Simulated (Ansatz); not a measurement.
# Nb2SiO: the cost of one run

Method: DFT PBE, scalar-relativistic, plane waves, PAW, unless a step names another level, in Ansatz 0.2.0.

7 further runs of the same task are left out: 7 set aside as unsound or not needed.

### 1 What the formula suggests

Pauling electronegativities: Nb 1.60, Si 1.90, O 3.44 (spread 1.84). The formula balances with common oxidation states: Nb +3, O -2, Si -4. Tabulated atomic sizes suggest about 14 Å³/atom. 45 candidates were drawn, by swapping species into database cells of other compounds, at random by space group and Wyckoff sites, or by hand, as the table says:

```
name                                      made from  space group no.           Wyckoff sites  atoms (primitive cell)  V (Å³/atom)
 c01                                         random              164      Nb 2d; Si 1a; O 1b                       4         14.8
 c02                                         random              156  Nb 1c, 1b; Si 1a; O 1c                       4         14.2
 c03                                         random              183      Nb 2b; Si 1a; O 1a                       4         13.8
 c04                                         random               44      Nb 4d; Si 2b; O 2a                       4         16.2
 c05                                         random              191  Nb 2e, 2d; Si 2e; O 2c                       8         16.0
 c06                       database cell of LuAl2Ni               63      Nb 8f; Si 4c; O 4c                       8         14.6
 c07                                         random              166      Nb 6c; Si 3a; O 3b                       4         14.6
 c08                       database cell of Zn2CuNi              123      Nb 2h; Si 1b; O 1a                       4         13.1
 c09                                         random               65      Nb 4k; Si 2d; O 2b                       4         14.8
 c10                       database cell of TmIn2Sn              123      Nb 2e; Si 1c; O 1a                       4         13.5
 c11                        database cell of CaH2Pd              123      Nb 2f; Si 1a; O 1d                       4         12.5
 c12                                         random              123      Nb 2e; Si 1c; O 1b                       4         16.3
 c13                       database cell of HfScSi2               38  Nb 2b, 2a; Si 2b; O 2a                       4         14.4
 c14                                         random              164  Nb 3e, 1b; Si 2d; O 2c                       8         16.9
 c15                          database cell of PNF2               36      Nb 8b; Si 4a; O 4a                       8         14.6
 c16  built by hand: anti-NiAs, layered anion order              164      Nb 2d; Si 1a; O 1b                       4         13.5
 c17                       database cell of MnZnSe2              156  Nb 1c, 1a; Si 1a; O 1c                       4         16.3
 c18             built by hand: oxygen-filled CuAl2              140      Nb 8h; Si 4a; O 4b                       8         13.6
 c19                                         random               66  Nb 4b, 4d; Si 4e; O 4a                       8         16.7
 c20                                         random              187  Nb 1c, 1d; Si 1a; O 1f                       4         14.5
 c21                                         random              191      Nb 2e; Si 1b; O 1a                       4         16.4
 c22                       database cell of Zr2AlSi               38  Nb 2a, 2b; Si 2a; O 2b                       4         16.5
 c23                       database cell of Ce2InAg              123      Nb 2g; Si 1d; O 1c                       4         14.4
 c24   built by hand: rocksalt with 001 anion order              123  Nb 1a, 1d; Si 1c; O 1b                       4         13.5
 c25                                         random               71      Nb 4g; Si 2c; O 2b                       4         16.7
 c26                                         random              191      Nb 2c; Si 1b; O 1a                       4         17.4
 c27                         database cell of Eu2PI              166      Nb 6c; Si 3b; O 3a                       4         14.4
 c28                                         random              123      Nb 2h; Si 1a; O 1d                       4         15.2
 c29                                         random               24  Nb 4c, 4a; Si 4a; O 4c                       8         16.3
 c30           built by hand: Cr2AlC-type MAX phase              194      Nb 4f; Si 2d; O 2a                       8         13.5
 c31                                         random               12      Nb 8j; Si 4i; O 4g                       8         16.0
 c32                                         random               38      Nb 4d; Si 2b; O 2a                       4         14.9
 c33                       database cell of CdHgSe2              115      Nb 2g; Si 1c; O 1a                       4         15.4
 c34                        database cell of CuAgO2               12      Nb 4i; Si 2d; O 2a                       4         13.1
 c35                                         random              164      Nb 2d; Si 1b; O 1a                       4         17.4
 c36                       database cell of TiCuNi2              139      Nb 4d; Si 2b; O 2a                       4         14.5
 c37                                         random              191      Nb 2d; Si 1a; O 1b                       4         15.5
 c38                        database cell of MgNiH2              123      Nb 2e; Si 1a; O 1d                       4         11.5
 c39                                         random              123      Nb 2f; Si 1b; O 1c                       4         15.7
 c40                                         random              139      Nb 4c; Si 2b; O 2a                       4         17.1
 c41                                         random              136      Nb 4f; Si 2b; O 2a                       8         14.8
 c42                                         random              123  Nb 1d, 1a; Si 1c; O 1b                       4         15.2
 c43                       database cell of CeGeBi2              139  Nb 4d, 4c; Si 4e; O 4e                       8         13.6
 c44   built by hand: rocksalt with 111 anion order              166      Nb 6c; Si 3a; O 3b                       4         13.5
 c45                                         random              129      Nb 4f; Si 2b; O 2c                       8         14.5
```

### 2 Screening run of c19

Input file input.yaml:

```yaml
crystal:
  lattice:
    - [2.11574376, -3.26409292, 0.0]
    - [2.11574376, 3.26409292, 0.0]
    - [0.0, 0.0, 9.67666086]
  atoms:
    - { symbol: Nb, position: [0.5, 0.5, 0.25] }
    - { symbol: Nb, position: [0.5, 0.5, 0.75] }
    - { symbol: Nb, position: [0.5, 0.5, 0.0] }
    - { symbol: Nb, position: [0.5, 0.5, 0.5] }
    - { symbol: Si, position: [0.5, 0.0, 0.0] }
    - { symbol: Si, position: [0.0, 0.5, 0.5] }
    - { symbol: O, position: [0.0, 0.0, 0.25] }
    - { symbol: O, position: [0.0, 0.0, 0.75] }
basis:
  ecutwfc: 420
kpoints:
  mp_grid: { grid: [3, 3, 2] }
hamiltonian:
  xc: pbe
scf:
  occupations: { method: gaussian, width: 0.15 }
  lower_state_search: "off"
output:
  forces: true
  stress: true
  eigenvalues: true
relax:
  adjacent_minimum: "off"
  f_tol: 0.08
  max_steps: 16
  cell: { stress_tol: 0.8 }
```

Run with:

```sh
> ansatz run input.yaml --threads 1 --pin off --max-ram 2560MiB --backend cpu --events-out ev --progress --plain --runs-dir out
```

What time and memory should one allow on 1 thread of Arm Neoverse V1, shared host?

About 57 s, with a peak of 0.45 GiB.
